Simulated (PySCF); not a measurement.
# C7H15N2: the cost of one run

Computed with PySCF 2.14.0, with density-fitted response routines of our own, on a single molecule, in the gas phase or a continuum. Atoms are numbered from 0 throughout.

## (1) Starting geometry

24 atoms, charge 1, multiplicity 1; geometry from: GFN2-xTB. The atoms were then displaced at random by about 0.01 Å, so the start is not that level's minimum.

Bonds of the start (Å): C0–N1 1.48, N1–C2 1.47, N1–C3 1.48, C3–C4 1.57, C4–C5 1.55, C5–C6 1.54, C6–C7 1.50, C7–N8 1.25, C6–N1 1.49, C0–H9 1.09, C0–H10 1.11, C0–H11 1.06, C2–H12 1.07, C2–H13 1.10, C2–H14 1.08, C3–H15 1.08, C3–H16 1.06, C4–H17 1.09, C4–H18 1.08, C5–H19 1.10, C5–H20 1.10, C6–H21 1.10, C7–H22 1.11, N8–H23 1.00.

## (2) Optimising the geometry at PBE0-D3(BJ)/def2-SVP

The job: settings as JSON, then the geometry in Å.

```
{"job": {"xc": "PBE0", "basis": "def2-SVP", "d3": "d3bj", "grid": 1, "shake": 0.01, "kind": "geom"}, "charge": 1, "multiplicity": 1}
C      1.769390     0.665970    -0.839520
N      0.631480    -0.092400    -0.282740
C      0.856150    -0.280520     1.153970
C      0.513590    -1.406530    -0.945780
C     -0.955740    -1.862780    -0.645130
C     -1.716640    -0.553090    -0.310660
C     -0.677410     0.554940    -0.554710
C     -0.960460     1.839440     0.176330
N     -0.100180     2.432140     0.866980
H      1.604760     0.840700    -1.902050
H      1.778640     1.656250    -0.337580
H      2.693390     0.165300    -0.678430
H      1.792780    -0.788060     1.295950
H      0.906090     0.697720     1.654170
H      0.075030    -0.875720     1.609400
H      0.618160    -1.261760    -2.009080
H      1.235930    -2.095490    -0.582270
H     -0.991690    -2.543570     0.209390
H     -1.386320    -2.375630    -1.489490
H     -2.082500    -0.538780     0.730100
H     -2.601020    -0.424820    -0.954090
H     -0.684260     0.787060    -1.632880
H     -2.000260     2.180530     0.008780
H     -0.383190     3.298660     1.287010
```

On the command line:

```bash
> OMP_NUM_THREADS=1 python probes_run.py task.json out
```

One launch serves the whole session: the jobs run in the order shown.

Q: Estimate the wall time and peak memory of this first job on 1 thread of AMD EPYC 9R45, shared host.

About 1.8 min, with a peak of 0.87 GiB.
